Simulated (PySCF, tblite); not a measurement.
# C7H11NSi2: geometry, infrared bands and NMR shifts

What infrared bands and NMR shifts should C7H11NSi2 (`C#C[SiH2][Si@H]1C[C@H](CC#N)C1`) show?

Computed with tblite 0.8.0 and PySCF 2.14.0, with density-fitted response routines of our own, on a single molecule in the gas phase. Atoms are numbered from 0 throughout.

## Step 1: Starting geometry

21 atoms, charge 0, multiplicity 1; geometry from: force field or distance geometry start.

Bonds of the start (Å): C0–C1 1.19, C1–Si2 1.88, Si2–Si3 2.25, Si3–C4 1.87, C4–C5 1.56, C5–C6 1.54, C6–C7 1.48, C7–N8 1.15, C5–C9 1.58, C9–Si3 1.89, C0–H10 1.07, Si2–H11 1.49, Si2–H12 1.49, Si3–H13 1.50, C4–H14 1.10, C4–H15 1.09, C5–H16 1.10, C6–H17 1.09, C6–H18 1.10, C9–H19 1.09, C9–H20 1.09.

## Step 2: Relaxing the molecule with GFN2-xTB

The job: settings as JSON, then the geometry in Å.

```
{"job": {"kind": "relax", "xc": "GFN2-xTB", "basis": "xTB"}, "charge": 0, "multiplicity": 1}
C     -2.720900     2.241000    -0.224400
C     -2.743300     1.049800    -0.158400
Si    -2.750500    -0.822700    -0.021400
Si    -0.651900    -1.645000     0.004500
C      0.555100    -0.862800    -1.193600
C      0.937500     0.189100    -0.100600
C      2.402500     0.658500    -0.167300
C      2.716900     1.595700     0.931000
N      2.961500     2.327400     1.787500
C      0.565500    -0.737300     1.122700
H     -2.729000     3.306700    -0.287000
H     -3.491100    -1.233800     1.206500
H     -3.502100    -1.381900    -1.176400
H     -0.517200    -3.134200     0.084100
H      0.115200    -0.426600    -2.105600
H      1.362200    -1.541800    -1.471300
H      0.293500     1.083000    -0.149700
H      2.582100     1.143700    -1.125300
H      3.078400    -0.202000    -0.107100
H      0.147100    -0.213300     1.984800
H      1.379600    -1.376600     1.467200
```

On the command line:

```sh
$ OMP_NUM_THREADS=1 python probes_run.py task.json out
```

One launch serves the whole session: the jobs run in the order shown.

**Question.** This job is followed by: GFN2-xTB harmonic vibrations, gas phase; GIAO PBE0/pcSseg-1 NMR shielding, non-relativistic, gas phase. What will the session give for the following? strongest single infrared mode (GFN2-xTB); zero-point energy (GFN2-xTB); ¹³C shifts against TMS (PBE0/pcSseg-1, means over atoms taken as alike); ¹H shifts against TMS (PBE0/pcSseg-1, means over atoms taken as alike); ²⁹Si shifts against TMS (PBE0/pcSseg-1); ¹⁵N shifts against NH3 (PBE0/pcSseg-1); surface potential, 1st and 99th percentile.

The runs gave:

| quantity | value |
| --- | --- |
| strongest single infrared mode (GFN2-xTB) | 2192 cm⁻¹, 436 km/mol |
| zero-point energy (GFN2-xTB) | 94.9 kcal/mol |
| ¹³C shifts against TMS (PBE0/pcSseg-1, means over atoms taken as alike) | 123.3, 107.2, 83.3, 36.0, 29.3, 18.5 ppm |
| ¹H shifts against TMS (PBE0/pcSseg-1, means over atoms taken as alike) | 4.91, 4.42, 3.08, 2.20, 2.06, 1.88, 1.30 ppm |
| ²⁹Si shifts against TMS (PBE0/pcSseg-1) | -49.0, -98.6 ppm |
| ¹⁵N shifts against NH3 (PBE0/pcSseg-1) | 298.2 ppm |
| surface potential, 1st and 99th percentile | -1.88 V and 1.52 V |

In words: Relaxing lowered the energy by 0.282 eV in 68 steps; the close pair that moved most is Si2–Si3, from 2.254 to 2.315 Å. No mode is imaginary among the 57: a minimum at this level. The strongest single mode, at 2192 cm⁻¹, moves mainly H12. GFN2-xTB is a fitted tight-binding method: band positions and strengths are rough. Its intensities can rank the bands wrongly. The most deshielded carbon is C7 (nitrile carbon), at 123.3 ppm: this is the usual window of a C≡N carbon, which has no attached hydrogen. At PBE0/pcSseg-1: The widest tensor belongs to N8: span 503 ppm, with a paramagnetic part of -371 ppm. By nearest atom (PBE0/pcSseg-1), the HOMO sits on Si3 16 %; C0 16 % and the LUMO on Si3 21 %; Si2 13 %.
